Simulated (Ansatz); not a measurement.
# ScBr3: the cost of one run

Method: DFT PBEsol, scalar-relativistic, plane waves, PAW, in Ansatz 0.2.0.

## 1. The starting structure

It takes space group P6_3/mmc (No. 194, hexagonal). The conventional cell has a = 9.919 Å, b = 9.919 Å, c = 3.524 Å, α = 90.00°, β = 90.00°, γ = 120.00°. Sc (site symmetry -6m2) is surrounded by 6 Br at 2.68 Å. Br (site symmetry mm2) is surrounded by 2 Sc at 2.68 Å.

Coordinates:

```
CELL_PARAMETERS angstrom
9.91870 0.00000 0.00000
-4.95935 8.58985 0.00000
0.00000 0.00000 3.52429
ATOMIC_POSITIONS crystal
Sc 0.33333 0.66667 0.75000
Sc 0.66667 0.33333 0.25000
Br 0.21594 0.43188 0.25000
Br 0.56812 0.78406 0.25000
Br 0.21594 0.78406 0.25000
Br 0.78406 0.56812 0.75000
Br 0.43188 0.21594 0.75000
Br 0.78406 0.21594 0.75000
```

The structure comes from the Materials Project (structure only).

## 2. A first look at the start

input.yaml reads:

```yaml
crystal:
  lattice:
    - [9.9186988712, 0.0, 0.0]
    - [-4.9593494356, 8.589845195, 0.0]
    - [0.0, 0.0, 3.52429183]
  atoms:
    - { symbol: Sc, position: [0.33333333, 0.66666667, 0.75] }
    - { symbol: Sc, position: [0.66666667, 0.33333333, 0.25] }
    - { symbol: Br, position: [0.21593973, 0.43187947, 0.25] }
    - { symbol: Br, position: [0.56812053, 0.78406026, 0.25] }
    - { symbol: Br, position: [0.21593973, 0.78406026, 0.25] }
    - { symbol: Br, position: [0.78406026, 0.56812053, 0.75] }
    - { symbol: Br, position: [0.43187947, 0.21593973, 0.75] }
    - { symbol: Br, position: [0.78406026, 0.21593973, 0.75] }
basis:
  ecutwfc: 420
kpoints:
  mp_grid: { grid: [3, 3, 6] }
hamiltonian:
  xc: pbesol
scf:
  occupations: { method: gaussian, width: 0.1 }
output:
  forces: true
  stress: true
  eigenvalues: true
```

Command:

```console
> ansatz run input.yaml --threads 4 --pin off --max-ram 5120MiB --backend cpu --events-out ev --progress --plain --runs-dir out
```

Q: Estimate wall time and peak memory on 4 threads of AMD EPYC 7R43 (Zen 3), shared host.

About 3 s, with a peak of 0.74 GiB.
